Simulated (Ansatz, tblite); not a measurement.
OsIF: GFN2-xTB, run from Python

These are simulated results from tblite 0.8.0, not measurements. The cell was built from a prototype and was relaxed with r2SCAN in plane waves (Ansatz 0.2.0). It may be hypothetical. It is a single sheet, repeated along a and b, with vacuum along c. All runs are without spin polarisation.

In-plane lattice: a = 3.670 Å, b = 3.670 Å, γ = 120.0°; thickness between the outer nuclei 2.70 Å. Around Os lie 3 I at 2.49 Å and 3 F at 2.53 Å; around F lie 3 Os at 2.53 Å; around I lie 3 Os at 2.49 Å.

tblite solves periodic systems at the zone centre alone, so the script builds a cluster of 3×3×1 conventional cells (27 atoms), which folds in a coarse mesh of k points.

Input script:

```python
import json
from ase import Atoms
from ase.build import make_supercell
from ase.units import Bohr, GPa, Hartree
from tblite.interface import Calculator

atoms = Atoms(['Os', 'F', 'I'],
              cell=[[3.670282, 0.0, 0.0], [-1.835141, 3.17855745, 0.0], [0.0, 0.0, 29.95422912]],
              scaled_positions=[[0.333333333, 0.666666667, 0.299624525], [0.666666667, 0.333333333, 0.345971337], [0.666666667, 0.333333333, 0.255779363]],
              pbc=True)
cluster = make_supercell(atoms, [[3, 0, 0], [0, 3, 0], [0, 0, 1]])
calc = Calculator('GFN2-xTB', cluster.numbers, cluster.positions / Bohr, lattice=cluster.cell[:] / Bohr, periodic=cluster.pbc)
calc.set('temperature', 0.02 / Hartree)
calc.set('max-iter', 150)
res = calc.singlepoint()
levels = res.get('orbital-energies') * Hartree
nv = round(res.get('orbital-occupations').sum() / 2)
cells = len(cluster) // len(atoms)
out = {'energy_per_cell': res.get('energy') * Hartree / cells, 'homo': levels[nv - 1], 'lumo': levels[nv],
       'stress': (-res.get('virial') * Hartree / cluster.get_volume() / GPa).tolist(), 'charges': res.get('charges')[:len(atoms)].tolist(), 'electrons': 2 * nv / cells}
json.dump(out, open('results.json', 'w'))
for key, value in out.items():
    print(key, value)
```

Command: `python run.py`. It took 0.85 s on 1 thread of Arm Neoverse V2 (shared host), peak memory 0.095 GiB.

The log:

```
------------------------------------------------------------
  cycle        total energy    energy error   density error
------------------------------------------------------------
      1     -106.8475715187  -1.0710549E+02   4.0386953E-01
      2     -106.3819766247   4.6559489E-01   5.5826864E-01
      3     -107.4677564590  -1.0857798E+00   1.6303590E-01
      4     -107.3477486819   1.2000778E-01   9.7579646E-02
      5     -107.4727843381  -1.2503566E-01   3.7126051E-02
      6     -107.4901629993  -1.7378661E-02   2.0481473E-02
      7     -107.4884749282   1.6880711E-03   2.4130074E-02
      8     -107.4936460344  -5.1711062E-03   3.3622434E-03
      9     -107.4937395042  -9.3469816E-05   1.6642151E-03
     10     -107.4937544042  -1.4900019E-05   7.1068815E-04
     11     -107.4937595512  -5.1470179E-06   4.9287785E-04
     12     -107.4937616820  -2.1307722E-06   1.6151989E-04
     13     -107.4937618552  -1.7317525E-07   1.1350546E-04
     14     -107.4937619817  -1.2654883E-07   5.9179724E-05
     15     -107.4937620134  -3.1702157E-08   3.7299586E-05
     16     -107.4937620243  -1.0830732E-08   2.8763940E-05
     17     -107.4937620316  -7.3852675E-09   9.8131933E-06
------------------------------------------------------------

 total:                                   0.411 sec
energy_per_cell -325.00602820607503
homo -11.445511594078951
lumo -10.842520148546136
stress [[2.1493256816116637, -8.10922734290211e-05, -6.014133682883005e-08], [-8.109227342903384e-05, 2.149232053495454, 3.161144041178745e-08], [-6.014133680067315e-08, 3.161144036507625e-08, 1.6438796176479056]]
charges [0.3332142911310222, -0.3999575721463695, 0.06675460280083179]
electrons 22.0
```

The cycle table is in hartree for the whole cluster, and the lines after it are in eV (the energy for one cell). The printed stress is in GPa and positive in compression, and the pressure is its mean diagonal, here averaged over the vacuum too.

GFN2-xTB gives a gap of 0.60 eV. On the same cell, plane-wave PBE (Ansatz, 12×12×1 k points and the special points) gives a gap of 0.77 eV and r2SCAN a gap of 1.07 eV; on shared hosts these took about 18 and 43 core-seconds on the 3-atom cell, against 0.85 for the script. Spin-orbit coupling, left out in all these runs, can cut or reorder the gap by tenths of an eV, up to about 1 eV with Pb or Bi. xTB was fitted to molecules, so gaps, charges and pressures of solids can be far off, and the gap also depends on the size of the cluster.

xTB was fitted mostly to molecules, and a small cluster samples few k points, so gaps, pressures and kinks along a curve can be far from a solid's.

No spin-orbit coupling is included; it can move band edges with weight on the heavy atoms by tenths of an eV.
